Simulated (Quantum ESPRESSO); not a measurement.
## Si: dielectric tensor and Born charges under several settings

```
CELL_PARAMETERS angstrom
0.00000 2.71550 2.71550
2.71550 0.00000 2.71550
2.71550 2.71550 0.00000
ATOMIC_POSITIONS crystal
Si 0.00000 0.00000 0.00000
Si 0.25000 0.25000 0.25000
```

The cell was built by a generator and needn't be a form met in nature.

All runs used Quantum ESPRESSO 7.5; no spin polarisation; occupations smeared at first, fixed for the response.

| level | potentials | k mesh (s: shifted) | geometry | cutoff (eV) | volume (Å³/atom) | pressure (GPa) | sum of the Born charges (e) |
| --- | --- | --- | --- | --- | --- | --- | --- |
| PBE | PseudoDojo 0.4.1 SR PBE standard | 10 × 10 × 10s | relaxed cell | 490 | 20.44 | 0.0 | 0.00 |
| PBE | PseudoDojo 0.4.1 SR PBE standard | 4 × 4 × 4s | given cell | 490 | 20.02 | ? | ? |
| LDA | PseudoDojo 0.4.1 SR LDA standard | 10 × 10 × 10s | relaxed cell | 435 | 19.61 | 0.0 | 0.00 |

Task: What stands in the row left open?

Result: Pressure 1.9 GPa; sum of the Born charges -0.15 e.

For the row left open. Caveat: the mesh is thin for the dielectric tensor, Born charges and intensities, which usually come out too large; the Born charges break their sum rule by 0.15 e, a sign of too thin a mesh.
